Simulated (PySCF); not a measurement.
# CsO−: bond curves at several levels of theory

The task here is to estimate one member of a computed series from the others.

Method: Cs def2-SVPD with ECP46, O def2-SVPD, scalar-relativistic core potentials; program: PySCF 2.14.0.

4 further runs of the same task are left out: 4 set aside as unsound or not needed.

The first run:

The job is set up so:

| Item | Value |
| --- | --- |
| atoms | Cs, O |
| charge | -1 |
| basis | Cs def2-SVPD with ECP46, O def2-SVPD |
| Hamiltonian | scalar-relativistic core potentials |
| basis functions | 50 |
| electrons treated | 18 |
| masses in u | 132.9054, 15.9949 |
| levels | PBE0, PBE, r²SCAN, PBEsol, B3LYP, BLYP, HSE06, MP2, SCS-MP2, CCSD, CCSD(T) |
| grid | 80 radial by 434 angular points |
| occupations | held fixed by the projection of orbital angular momentum |
| dissociation limit | Cs + O−, each in its ground configuration |
| starting distance in angstrom | 2.905 |
| values of 2S to try | 0, 2 |

On the command line:

```bash
$ OMP_NUM_THREADS=1 python dia.py task.json out
```

Among the steps run: Input; The PBE0 curve of the state that the search chose; PBE; r²SCAN (meta-GGA); PBEsol (GGA); B3LYP; BLYP (GGA); HSE06; MP2 and coupled cluster.

One table of the session follows, with a row left open; its other results are not shown here.

Energy (eV) from each level's lowest point:

| R (Å) | UHF-MP2 | UHF-SCS-MP2 | UHF-CCSD | UHF-CCSD(T) | PBE |
| --- | --- | --- | --- | --- | --- |
| 2.192 | 0.577 | 0.604 | n/a | n/a | 0.408 |
| 2.294 | 0.283 | 0.300 | 0.277 | 0.277 | 0.179 |
| 2.396 | 0.110 | 0.120 | 0.106 | 0.107 | 0.055 |
| 2.473 | ? | ? | ? | ? | ? |
| 2.549 | 0.006 | 0.008 | 0.004 | 0.005 | 0.000 |
| 2.626 | 0.000 | 0.000 | 0.000 | 0.000 | 0.010 |
| 2.727 | 0.024 | 0.021 | 0.025 | 0.025 | 0.049 |
| 2.855 | 0.087 | 0.082 | 0.090 | 0.088 | 0.122 |
| 3.008 | 0.190 | 0.183 | 0.195 | 0.192 | 0.228 |
| 3.212 | 0.345 | 0.337 | n/a | n/a | 0.378 |

Estimate the missing values for R (Å) = 2.473.

Worked estimate for «UHF-MP2». A straight line through the neighbours (2.396, 0.110) and (2.549, 0.006) gives 0.110 + (0.006 − 0.110) × (2.473 − 2.396) / (2.549 − 2.396) = 0.058; a parabola fitted to 4 rows on both sides gives 0.037.

**Answer.** UHF-MP2: 0.039; UHF-SCS-MP2: 0.045; UHF-CCSD: 0.037; UHF-CCSD(T): 0.037; PBE: 0.012. In «UHF-MP2» the line misses by +0.019 and the parabola by -0.002.

Caveats from the session: At some levels the lowest empty orbital lies below the highest filled one (the two can be of opposite spin).
